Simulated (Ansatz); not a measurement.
# C₁₁H₁₄OZr: how energies converge with the basis set

How large a basis does C₁₁H₁₄OZr need? Two functionals are run in growing sets.

Method: one geometry, several basis sets; program: Ansatz 0.2.0, Gaussian basis.

The runs, in order: PBE0-D4/def2-SVP; ωB97M-V/def2-SVP; PBE0-D4/def2-QZVPP; ωB97M-V/def2-QZVPP; the functionals' def2-TZVPP values are taken from earlier runs.

1 further run of the same task is left out (for a known fault of the program).

### Step 1. Structure used throughout

All runs share one geometry, relaxed beforehand with PBE0-D4 in a triple-zeta def2 set. Zr takes the def2 core potential; no spin-orbit term is included.

SMILES `[CH3][Zr]12345678([OH])([C@H]9[C@@H]1[C@@H]2[C@@H]3[C@H]94)[C@H]1[C@@H]5[C@@H]6[C@@H]7[C@H]18`, 27 atoms, charge 0, spin multiplicity 1.

Atoms are counted from 1 here; the program's logs count them from 0.

Bond lengths: C1–Zr2 2.279 Å, C1–H14 1.095 Å, C1–H15 1.095 Å, C1–H16 1.096 Å, Zr2–O3 1.976 Å, Zr2–C4 2.550 Å, Zr2–C5 2.546 Å, Zr2–C6 2.544 Å, Zr2–C7 2.518 Å, Zr2–C8 2.541 Å, Zr2–C9 2.537 Å, Zr2–C10 2.523 Å, Zr2–C11 2.527 Å, Zr2–C12 2.546 Å, Zr2–C13 2.545 Å, O3–H17 0.956 Å, C4–C5 1.415 Å, C4–C8 1.405 Å and more. Angles: Zr2–C1–H14 115.1°, Zr2–C1–H15 109.3°, Zr2–C1–H16 109.5°, H14–C1–H15 107.6°, H14–C1–H16 107.5°, H15–C1–H16 107.6°, C1–Zr2–O3 98.7°, C1–Zr2–C4 76.9°, C1–Zr2–C5 85.3°, C1–Zr2–C6 117.1°, C1–Zr2–C7 130.4°, C1–Zr2–C8 102.6°, C1–Zr2–C9 122.8°, C1–Zr2–C10 126.9°, C1–Zr2–C11 95.9°, C1–Zr2–C12 75.1°, C1–Zr2–C13 90.7°, O3–Zr2–C4 120.1° and more.

Geometry (Å):

```
C    -1.5463   -1.7477    0.0429
Zr   -0.2077    0.0733    0.3380
O    -0.9450    0.7085    2.0577
C    -1.4197    0.5925   -1.8441
C    -2.0561    1.3643   -0.8440
C    -1.1413    2.3262   -0.3862
C     0.0737    2.1376   -1.0767
C    -0.1087    1.0751   -1.9955
C     2.0139   -0.0390    1.5585
C     2.3098    0.1436    0.1938
C     1.9105   -1.0231   -0.4978
C     1.3699   -1.9220    0.4417
C     1.4270   -1.3120    1.7108
H    -1.3424   -2.3330   -0.8596
H    -2.5913   -1.4244   -0.0014
H    -1.4442   -2.4202    0.9017
H    -0.6718    0.4930    2.9478
H    -1.8629   -0.2279   -2.3871
H    -3.0593    1.2180   -0.4725
H    -1.3147    3.0337    0.4100
H     0.9702    2.7270   -0.9539
H     0.6319    0.6995   -2.6856
H     2.1850    0.6830    2.3437
H     2.7725    1.0152   -0.2437
H     2.0088   -1.1992   -1.5586
H     0.9706   -2.9001    0.2258
H     1.0674   -1.7419    2.6343
```

### Step 2. PBE0-D4 in def2-SVP

The input, in.yaml:

```yaml
crystal:
  periodic: [false, false, false]
  atoms:
    - {symbol: C, position_ang: [-1.546252, -1.747739, 0.042872]}
    - {symbol: Zr, position_ang: [-0.207724, 0.073342, 0.337996]}
    - {symbol: O, position_ang: [-0.944964, 0.708502, 2.057720]}
    - {symbol: C, position_ang: [-1.419740, 0.592459, -1.844087]}
    - {symbol: C, position_ang: [-2.056071, 1.364350, -0.843983]}
    - {symbol: C, position_ang: [-1.141272, 2.326176, -0.386248]}
    - {symbol: C, position_ang: [0.073653, 2.137560, -1.076699]}
    - {symbol: C, position_ang: [-0.108750, 1.075109, -1.995533]}
    - {symbol: C, position_ang: [2.013950, -0.038971, 1.558549]}
    - {symbol: C, position_ang: [2.309783, 0.143635, 0.193822]}
    - {symbol: C, position_ang: [1.910491, -1.023136, -0.497807]}
    - {symbol: C, position_ang: [1.369945, -1.922016, 0.441694]}
    - {symbol: C, position_ang: [1.426971, -1.311977, 1.710804]}
    - {symbol: H, position_ang: [-1.342380, -2.333003, -0.859610]}
    - {symbol: H, position_ang: [-2.591257, -1.424390, -0.001420]}
    - {symbol: H, position_ang: [-1.444161, -2.420203, 0.901705]}
    - {symbol: H, position_ang: [-0.671821, 0.492997, 2.947849]}
    - {symbol: H, position_ang: [-1.862912, -0.227912, -2.387105]}
    - {symbol: H, position_ang: [-3.059321, 1.218013, -0.472530]}
    - {symbol: H, position_ang: [-1.314685, 3.033696, 0.410046]}
    - {symbol: H, position_ang: [0.970185, 2.726972, -0.953886]}
    - {symbol: H, position_ang: [0.631942, 0.699519, -2.685635]}
    - {symbol: H, position_ang: [2.184991, 0.682969, 2.343693]}
    - {symbol: H, position_ang: [2.772520, 1.015165, -0.243739]}
    - {symbol: H, position_ang: [2.008785, -1.199152, -1.558585]}
    - {symbol: H, position_ang: [0.970640, -2.900115, 0.225787]}
    - {symbol: H, position_ang: [1.067435, -1.741860, 2.634342]}
basis:
  gaussian: {orbitals: def2-SVP}
hamiltonian: {xc: pbe0, dispersion: d4}
output: {orbitals: {seedname: orbitals}}
```

Command:

```sh
$ ansatz run in.yaml --threads 11 --pin off --events-out ev --progress --plain --max-ram 110592MiB --backend cpu
```

Further steps of the session: ωB97M-V in def2-SVP; PBE0-D4 in def2-QZVPP; ωB97M-V in def2-QZVPP.

Before running them: what should the planned runs give, taken together? Wanted: PBE0-D4: double and triple zeta above quadruple; ωB97M-V: double and triple zeta above quadruple.

The runs gave:

| quantity | value |
| --- | --- |
| PBE0-D4: double and triple zeta above quadruple | 16.03, 0.81 eV |
| ωB97M-V: double and triple zeta above quadruple | 16.67, 0.76 eV |

In words: For PBE0-D4 the step from double to triple zeta gains 15.22 eV and the next only 0.81 eV. These are total energies; as a rule much of such shifts cancels in differences, which this series doesn't test. The LUMO of ωB97M-V is positive and keeps falling with the basis (1.50 to 0.64 eV): an unbound level that the basis holds in place.
